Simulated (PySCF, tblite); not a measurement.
**C₅H₁₁B₂GeN: geometry, infrared bands and NMR shifts**

Aim: predict the infrared bands and NMR shifts of C₅H₁₁B₂GeN (`C#C[C@@H]1B[CH2][GeH2][CH2]NB1`).

The runs use tblite 0.8.0 and PySCF 2.14.0, with density-fitted response routines of our own; the level of theory stands in each step. All values are computed, except where a source is named. Atoms count from 0, in the outputs and in this text.

## 1. The starting structure

20 atoms, charge 0, multiplicity 1; geometry from: force field or distance geometry start.

Bonds of the start (Å): C0–C1 1.22, C1–C2 1.45, C2–B3 1.62, B3–C4 1.60, C4–Ge5 1.95, Ge5–C6 1.95, C6–N7 1.47, N7–B8 1.54, B8–C2 1.59, C0–H9 1.05, C2–H10 1.11, B3–H11 1.17, C4–H12 1.11, C4–H13 1.10, Ge5–H14 1.54, Ge5–H15 1.56, C6–H16 1.11, C6–H17 1.11, N7–H18 1.05, B8–H19 1.18.

## 2. Relaxing the molecule with GFN2-xTB

Job settings and geometry (Å):

```
{"job": {"kind": "relax", "xc": "GFN2-xTB", "basis": "xTB"}, "charge": 0, "multiplicity": 1}
C      3.065500    -0.239200     1.504000
C      2.332000    -0.407200     0.543400
C      1.471300    -0.628500    -0.601300
B      0.926800     0.783200    -1.169100
C      0.004700     1.736800    -0.276200
Ge    -1.845600     1.109300    -0.293600
C     -1.980900    -0.711400     0.400400
N     -0.688000    -1.164300     0.939200
B      0.254200    -1.577300    -0.200900
H      3.683900    -0.083300     2.344400
H      2.046800    -1.120100    -1.408000
H      1.367700     1.183900    -2.173900
H      0.025900     2.760600    -0.707400
H      0.387600     1.780700     0.756000
H     -2.387600     1.150300    -1.739700
H     -2.697900     2.057100     0.602200
H     -2.370400    -1.393400    -0.382200
H     -2.729400    -0.701300     1.226700
H     -0.861600    -2.025200     1.512800
H     -0.010100    -2.500100    -0.879900
```

On the command line:

```
OMP_NUM_THREADS=1 python probes_run.py task.json out
```

The driver reads the jobs from task.json and runs them one after another.

**Question.** This job is followed by: GFN2-xTB harmonic vibrations, gas phase; GIAO PBE0/pcSseg-1 NMR shielding, non-relativistic, gas phase. Predict these results of the whole session: strongest single infrared mode (GFN2-xTB); zero-point energy (GFN2-xTB); 13C shifts against TMS (PBE0/pcSseg-1); 1H shifts against TMS (PBE0/pcSseg-1); 11B shifts against BF3·OEt2 (PBE0/pcSseg-1); 73Ge shifts against GeMe4 (PBE0/pcSseg-1); 15N shifts against NH3 (PBE0/pcSseg-1).

The runs gave:

| quantity | value |
| --- | --- |
| strongest single infrared mode (GFN2-xTB) | 1932 cm⁻¹, 533 km/mol |
| zero-point energy (GFN2-xTB) | 91.2 kcal/mol |
| 13C shifts against TMS (PBE0/pcSseg-1) | 90.8, 77.9, 35.7, 34.0, 22.6 ppm |
| 1H shifts against TMS (PBE0/pcSseg-1) | 7.35, 5.32, 4.79, 4.75, 4.69, 4.13, 3.73, 2.66, 2.61, 1.85, 1.78 ppm |
| 11B shifts against BF3·OEt2 (PBE0/pcSseg-1) | 75.0, 33.1 ppm |
| 73Ge shifts against GeMe4 (PBE0/pcSseg-1) | -85 ppm |
| 15N shifts against NH3 (PBE0/pcSseg-1) | 145.6 ppm |

In words: Over 171 steps the energy fell by 1.513 eV; of the close pairs, N7–B8 changed most, 1.536 to 1.380 Å. No mode is imaginary among the 54: a minimum at this level. The strongest single mode, at 1932 cm⁻¹, moves mainly H14. Unscaled tight-binding wavenumbers are off by several per cent, some by more. Its intensities can rank the bands wrongly. At PBE0/pcSseg-1: The largest span, 386 ppm, is at Ge5, where the paramagnetic term is -1340 ppm. Spin-orbit coupling is left out, which matters for shieldings and couplings at and beside the heavy atoms.
